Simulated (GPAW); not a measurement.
# TaVN2 (P4/mmm) in GPAW: single point with LDA

Aim: the single point of TaVN2 with LDA.

Program: GPAW 26.7.0. These are calculated values, not measurements. Logs are shortened: lines on timing, memory, paths and dates and some standing lists are left out, and cuts for length are marked. The log counts tension as positive stress, the text compression.

**1. The crystal as given**

Symmetry: P4/mmm, No. 123, tetragonal system. Conventional cell: a = 3.050 Å, b = 3.050 Å, c = 4.296 Å, α = 90.00°, β = 90.00°, γ = 90.00°. Ta (site symmetry 4/mmm) has 6 N at 2.15 to 2.16 Å as nearest neighbours. V (site symmetry 4/mmm) has 6 N at 2.15 to 2.16 Å as nearest neighbours. Around N (site symmetry 4/mmm) lie 2 V at 2.15 Å and 4 Ta at 2.16 Å. N (site symmetry 4/mmm) has 2 Ta at 2.15 Å and 4 V at 2.16 Å as nearest neighbours.

The cell comes from a database or a generator and needn't be the stable form of this composition.

**2. Single point, LDA, collinear spin, ferromagnetic start**

run.py reads:

```python
from ase import Atoms
from ase.dft.bandgap import bandgap
from ase.io import write
from ase.units import GPa
from gpaw import GPAW, PW

atoms = Atoms(['Ta', 'V', 'N', 'N'],
              cell=[[3.049867, 0.0, 0.0],
                    [0.0, 3.049867, 0.0],
                    [0.0, 0.0, 4.296062]],
              scaled_positions=[[0.0, 0.0, 0.0],
                                [0.5, 0.5, 0.5],
                                [0.5, 0.5, 0.0],
                                [0.0, 0.0, 0.5]],
              pbc=True)
atoms.set_initial_magnetic_moments([0.0, 3.0, 0.0, 0.0])

calc = GPAW(mode=PW(600),
            xc='LDA',
            kpts={'size': (7, 7, 5), 'gamma': True},
            occupations={'name': 'fermi-dirac', 'width': 0.05},
            nbands=34,
            maxiter=120,
            txt='gpaw.txt')
atoms.calc = calc
energy = atoms.get_potential_energy()
forces = atoms.get_forces()
stress = atoms.get_stress()
calc.write('gs.gpw')
write('result.traj', atoms)
print(f'Energy: {energy:.6f} eV')
print('Forces (eV/A):')
print(forces.round(4))
print('Stress (GPa):', (stress / GPa).round(3))
print('Moments:', calc.get_magnetic_moments().round(3))
print('Fermi level:', round(calc.get_fermi_level(), 4), 'eV')
print(f'Gap: {bandgap(calc)[0]:.4f} eV, direct: {bandgap(calc, direct=True)[0]:.4f} eV')
```

Potentials or basis: the program's PAW data sets (release 1.2.1) made for this functional, pw.

Launch:

```
$ OMP_NUM_THREADS=1 python run.py
```

gpaw.txt:

```text
__  _  _
 | _ |_)|_||  |
 |__||  | ||/\| - 26.7.0

Input parameters:
  mode=PW(ecut=600.0),
  kpts=MonkhorstPack(size=(7, 7, 5), gamma=True),
  maxiter=120,
  nbands=34,
  occupations=Occupations(name='fermi-dirac', width=0.05),
  xc=XC(name='LDA')

Diagonalizing LCAO Hamiltonian
Converting LCAO to pw mode
   .------.
  /|      |
 * |      |
 | |  V   |
 | |      |
 N .------.
 |/   N  /
 Ta-----*

Atoms  # Å, Bohr magnetons
|   | symbol |        x |        y |        z |    initial magnetic moments |
|---|--------|----------|----------|----------|-----------------------------|
| 0 |     Ta | 0.000000 | 0.000000 | 0.000000 | ( 0.0000,  0.0000,  0.0000) |
| 1 |      V | 1.524933 | 1.524933 | 2.148031 | ( 0.0000,  0.0000,  3.0000) |
| 2 |      N | 1.524933 | 1.524933 | 0.000000 | ( 0.0000,  0.0000,  0.0000) |
| 3 |      N | 0.000000 | 0.000000 | 2.148031 | ( 0.0000,  0.0000,  0.0000) |

Unit cell  # Å
| periodic |        x |        y |        z |  lengths |    angles |
|----------|----------|----------|----------|----------|-----------|
|      yes | 3.049867 | 0.000000 | 0.000000 | 3.049867 | 90.000000 |
|      yes | 0.000000 | 3.049867 | 0.000000 | 3.049867 | 90.000000 |
|      yes | 0.000000 | 0.000000 | 4.296062 | 4.296062 | 90.000000 |

Number of symmetries: 16
Symmetry operations  # r_c * U_cc + t_c -> r_c
|    | kind |            matrix            |
|----|------|------------------------------|
|  0 |  E   |  1, 0, 0,  0, 1, 0,  0, 0, 1 |
|  1 |  σ   |  1, 0, 0,  0, 1, 0,  0, 0,-1 |
|  2 |  σ   |  1, 0, 0,  0,-1, 0,  0, 0, 1 |
|  3 |  C2  |  1, 0, 0,  0,-1, 0,  0, 0,-1 |
|  4 |  σ   |  0, 1, 0,  1, 0, 0,  0, 0, 1 |
|  5 |  C2  |  0, 1, 0,  1, 0, 0,  0, 0,-1 |
|  6 |  C4  |  0, 1, 0, -1, 0, 0,  0, 0, 1 |
|  7 |  S4  |  0, 1, 0, -1, 0, 0,  0, 0,-1 |
|  8 |  C4  |  0,-1, 0,  1, 0, 0,  0, 0, 1 |
|  9 |  S4  |  0,-1, 0,  1, 0, 0,  0, 0,-1 |
| 10 |  σ   |  0,-1, 0, -1, 0, 0,  0, 0, 1 |
| 11 |  C2  |  0,-1, 0, -1, 0, 0,  0, 0,-1 |
| 12 |  σ   | -1, 0, 0,  0, 1, 0,  0, 0, 1 |
| 13 |  C2  | -1, 0, 0,  0, 1, 0,  0, 0,-1 |
| 14 |  C2  | -1, 0, 0,  0,-1, 0,  0, 0, 1 |
| 15 |  i   | -1, 0, 0,  0,-1, 0,  0, 0,-1 |

BZ-sampling:
  Number of BZ points: 245
  Number of IBZ points: 30

  Monkhorst-Pack size: [7, 7, 5]
  Monkhorst-Pack shift: [0, 0, 0]

K-points  # in reciprocal-cell coordinates
|     |                                coordinates |     weight |
|-----|--------------------------------------------|------------|
|   0 | (  0.00000000,   0.00000000,   0.00000000) | 0.00408163 |
|   1 | (  0.00000000,   0.00000000,   0.20000000) | 0.00816327 |
|   2 | (  0.00000000,   0.00000000,   0.40000000) | 0.00816327 |
|   3 | (  0.14285714,   0.00000000,   0.00000000) | 0.01632653 |
|   4 | (  0.14285714,   0.00000000,   0.20000000) | 0.03265306 |
|   5 | (  0.14285714,   0.00000000,   0.40000000) | 0.03265306 |
|   6 | (  0.14285714,   0.14285714,   0.00000000) | 0.01632653 |
|   7 | (  0.14285714,   0.14285714,   0.20000000) | 0.03265306 |
|   8 | (  0.14285714,   0.14285714,   0.40000000) | 0.03265306 |
|   9 | (  0.28571429,   0.00000000,   0.00000000) | 0.01632653 |
| ... |                                            |            |
|  29 | (  0.42857143,   0.42857143,   0.40000000) | 0.03265306 |

Plane wave coefficients: 1349
Cutoff: 600.0 eV

Spin-components: 2 (collinear spins)
Bands:           34
Projectors:      22
Spin-degeneracy: 1
Datatype:        complex128

Parallelization:
  kpt:    1
  domain: 1
  band:   1

Density:
  Valence electrons: 36.0
  Components: 2
  Grid points: [18 18 25]
  Charge: 0.0  # |e|

Potential:
  Grid points: [18 18 25]

species:
  Ta:
    name:    Tantalum
    Z:       73.0
    valence: 13
    core:    60
    charge:  0.0  # [|e|]
    compensation charges:
      type: gauss
      rc: 0.42  # [Å]
      lmax: 2
    cutoffs:
      filter: 2.36  # [Å]
      core: 3.45  # [Å]
    projectors
    | kind |    occ | energy [eV] | rcut [Å] |
    |------|--------|-------------|----------|
    |   5s |  2.000 |     -72.979 |    1.365 |
    |   6s |  2.000 |      -5.599 |    1.365 |
    |   5p |  6.000 |     -39.590 |    1.349 |
    |   6p |  0.000 |      -1.483 |    1.349 |
    |   5d |  3.000 |      -3.794 |    1.307 |
    |    d |        |      23.417 |    1.307 |

    Using partial waves for Ta as LCAO basis

  V:
    name:    Vanadium
    Z:       23.0
    valence: 13
    core:    10
    charge:  0.0  # [|e|]
    compensation charges:
      type: gauss
      rc: 0.37  # [Å]
      lmax: 2
    cutoffs:
      filter: 2.14  # [Å]
      core: 0.96  # [Å]
    projectors
    | kind |    occ | energy [eV] | rcut [Å] |
    |------|--------|-------------|----------|
    |   3s |  2.000 |     -69.819 |    1.254 |
    |   4s |  2.000 |      -4.846 |    1.254 |
    |   3p |  6.000 |     -43.961 |    1.281 |
    |   4p |  0.000 |      -1.526 |    1.281 |
    |   3d |  3.000 |      -5.381 |    1.169 |
    |    d |        |      21.830 |    1.169 |

    Using partial waves for V as LCAO basis

  N:
    name:    Nitrogen
    Z:       7.0
    valence: 5
    core:    2
    charge:  0.0  # [|e|]
    compensation charges:
      type: gauss
      rc: 0.18  # [Å]
      lmax: 2
    cutoffs:
      filter: 1.11  # [Å]
      core: 0.96  # [Å]
    projectors
    | kind |    occ | energy [eV] | rcut [Å] |
    |------|--------|-------------|----------|
    |   2s |  2.000 |     -18.420 |    0.603 |
    |   2p |  3.000 |      -7.237 |    0.529 |
    |    s |        |       8.791 |    0.603 |
    |    p |        |      19.974 |    0.529 |
    |    d |        |       0.000 |    0.577 |

    Using partial waves for N as LCAO basis

Reference energy: -452631.670303  # eV

eigensolver:
  PPCG
  Converge bands: occupied
  niter=2

density mixing:
  MSR1-Mixer
  Pratt-step length: 0.05
  Maximum mixing coefficient: 0.75
  Old densities: 10
  SVD Regularization: 0.005
  Good broyden scale: 1.0
  Trust region scale: 1.0
  Backstep threshold: 4.0
  History deletion threshold: 6.0
  Fourier metric: weight=20.0, sigma=0.015

occupation numbers:
  Fermi-Dirac:
    width: 0.0500  # eV

poisson solver:
  ecut: 4800.0  # eV

xc functional:
  name: None

convergence criteria:
- Maximum [total energy] change in last 3 cyles: 0.0005 eV / valence electron
- Maximum integral of absolute [dens]ity change: 0.0001 electrons / valence electron
- Maximum integral of absolute [eigenst]ate change: 4e-08 eV^2 / valence electron
maximum number of iterations: 120

SCF iterations
|iter     | |      energy | eigst |  dens |  magmom |
|---------|-|-------------|-------|-------|---------|
|iter:   1| |  -46.003288 | +0.29 |       |  +3.0033|
|iter:   2| |  -44.987126 | -1.72 | -0.85 |  +2.9462|
|iter:   3| |  -43.043726 | -1.26 | -0.90 |  +2.3046|
|iter:   4| |  -44.087901 | -1.90 | -1.36 |  +2.1716|
|iter:   5| |  -42.945656 | -2.09 | -0.95 |  +1.9944|
|iter:   6| |  -43.016745 | -3.21 | -1.58 |  +1.4958|
|iter:   7| |  -43.052865 | -3.64 | -1.94 |  +1.0956|
|iter:   8| |  -43.090302 | -3.20 | -1.98 |  +0.6895|
|iter:   9| |  -43.111255 | -3.29 | -2.02 |  +0.2028|
|iter:  10| |  -43.111742 | -3.58 | -2.10 |  -0.2652|
|iter:  11| |  -43.120527c| -3.88 | -2.07 |  +0.1213|
|iter:  12| |  -43.119600c| -4.91 | -2.52 |  +0.2262|
|iter:  13| |  -43.122951c| -4.15 | -2.49 |  +0.0443|
|iter:  14| |  -43.121216c| -4.65 | -2.46 |  -0.0140|
|iter:  15| |  -43.121267c| -6.08 | -3.14 |  +0.0034|
|iter:  16| |  -43.121275c| -7.17 | -3.69 |  +0.0031|
|iter:  17| |  -43.121275c| -7.60c| -4.10c|  +0.0006|

Converged in 17 steps
Energy contributions relative to reference atoms: (reference = -452631.670303)

Energy contributions:
  Kinetic:          13.586995
  Coulomb:         -16.566427
  Zero:             -0.189575
  External:          0.000000
  Xc:              -39.943333
  Entropy:          -0.017869
  Spinorbit:         0.000000
  ----------------------------
  Free energy:     -43.130209
  Extrapolated:    -43.121275

dipole moment: (-18.547450, -18.547450, -26.119553)  # |e|*Ang

Total magnetic moment: (0.000000, 0.000000, 0.000629)

Local magnetic moments
|        x |        y |         z |
|----------|----------|-----------|
| 0.000000 | 0.000000 | -0.000112 |  # Ta   0
| 0.000000 | 0.000000 |  0.000564 |  # V    1
| 0.000000 | 0.000000 |  0.000068 |  # N    2
| 0.000000 | 0.000000 |  0.000002 |  # N    3

Fermi level: 13.209
Eigenvalues  # (at kpt = [0.000, 0.000, 0.000])
| band index |      eig [eV] | occ [0-1] |      eig [eV] | occ [0-1] |
|------------|---------------|-----------|---------------|-----------|
|          0 |       -55.875 |     1.000 |       -55.875 |     1.000 |
|        ... |               |           |               |           |
|         14 |        10.451 |     1.000 |        10.451 |     1.000 |
|         15 |        10.451 |     1.000 |        10.451 |     1.000 |
|         16 |        10.460 |     1.000 |        10.460 |     1.000 |
|         17 |        11.718 |     1.000 |        11.718 |     1.000 |
|         18 |        11.718 |     1.000 |        11.718 |     1.000 |
|         19 |        11.771 |     1.000 |        11.771 |     1.000 |
[... 8 lines left out ...]
|         28 |        23.628 |     0.000 |        23.628 |     0.000 |
|         29 |        27.782 |     0.000 |        27.783 |     0.000 |
|        ... |               |           |               |           |
|         33 |        39.767 |     0.000 |        39.767 |     0.000 |

No gap
No difference between direct/indirect transitions

Forces  # eV/Ang
|        x |       y |       z |
|----------|---------|---------|
|  0.00000 | 0.00000 | 0.00000 |  # Ta   0
| -0.00000 | 0.00000 | 0.00000 |  # V    1
|  0.00000 | 0.00000 | 0.00000 |  # N    2
|  0.00000 | 0.00000 | 0.00000 |  # N    3

Stress tensor  # eV/Ang^3
|        x |        y |        z |
|----------|----------|----------|
| 0.166033 | 0.000000 | 0.000000 |
| 0.000000 | 0.166033 | 0.000000 |
| 0.000000 | 0.000000 | 0.180084 |

# Writing to gs.gpw (mode='')
```

Wall time 51 s (1 thread of Intel Xeon 6975P-C (Granite Rapids), shared host); peak memory 0.2 GiB.

Results:

- Free energy: -43.1302 eV
- Pressure: -27.4 GPa
- Band gap on the k mesh: none (metal or under the smearing width)
- Net moment: 0.00 μB per cell

Stress tensor (GPa, compression positive):
```
-26.60   0.00   0.00
  0.00 -26.60   0.00
  0.00   0.00 -28.85
```

Caveat: the cutoff is short for stress and forces, so pressures can be off by a GPa or more; so large a pressure means that the cell lies far from this level's equilibrium, or that cutoff or potentials fall short. With open d or f shells a metallic result of LDA can be an artefact of self-interaction; +U or a hybrid may open a gap.
